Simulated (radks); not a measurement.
**Tc⁻ inside a hard spherical wall**

An exercise on one series of results from a longer session: the logs are not shown, and one member is left open.

Program: radks (a radial shooting solver on a logarithmic mesh, Libxc functionals) version 1. Level of theory: scalar-relativistic Kohn-Sham, PBE, spin-unpolarised, spherical densities, finite nucleus. These are calculated values, not measurements, unless marked.

### The system

```
element            : technetium (Z = 43)
charge             : -1
electrons          : 44
configuration      : [Kr] 4d6 5s2
nuclear rms radius : 4.4112 fm
```

The outer shells:

Tc⁻
```
[Kr] core
4d [↑↓][↑ ][↑ ][↑ ][↑ ]
5s [↑↓]
```

The first run:

Input:

```text
Z 43
configuration [Kr] 4d6 5s2 5p0 6s0 4f0
relativity scalar-relativistic
functional pbe,pbe
spin unpolarised
nucleus finite rms 4.4112 fm
wall 8 bohr
c 137.035999084
```

Among the steps run: Wall at 8 bohr; Wall at 7 bohr; Wall at 6 bohr; Wall at 5 bohr; Wall at 4 bohr; Wall at 3.5 bohr; Wall at 2 bohr.

One table of the session follows, with a row left open; its other results are not shown here.

```
R (bohr)  E − E(widest) (eV)  ε(4d) (eV)  ε(5p, empty) (eV)  ε(6s, empty) (eV)  ε(4f, empty) (eV)
       8               0.000       2.178              4.959              9.819             11.864
       7               0.786       2.901              6.133             13.476             14.661
       6               2.676       4.190              8.236             19.862             18.807
       5               7.737       6.655             12.464             32.155             25.376
       4              23.530      11.881             22.470             59.216             36.776
     3.5                   ?           ?                  ?                  ?                  ?
       2              505.91      77.882             184.35             406.66             127.83
```

Q: Estimate the row for R (bohr) = 3.5 from the others.

Worked estimate for «E − E(widest) (eV)». A straight line through the neighbours (4, 23.530) and (2, 505.91) gives 23.530 + (505.91 − 23.530) × (3.5 − 4) / (2 − 4) = 144.125; a parabola fitted to 3 rows on both sides gives 87.776.

The run gave: E − E(widest) (eV): 43.646; ε(4d) (eV): 16.822; ε(5p, empty) (eV): 33.033; ε(6s, empty) (eV): 85.804; ε(4f, empty) (eV): 46.019. In «E − E(widest) (eV)» the line misses by +100.479 and the parabola by +44.130.

From R = 8 bohr inwards the highest occupied level lies above zero, in an anion first from self-interaction, then from the wall. Shells are not refilled when levels cross, and a hard wall is a model, not a crystal.
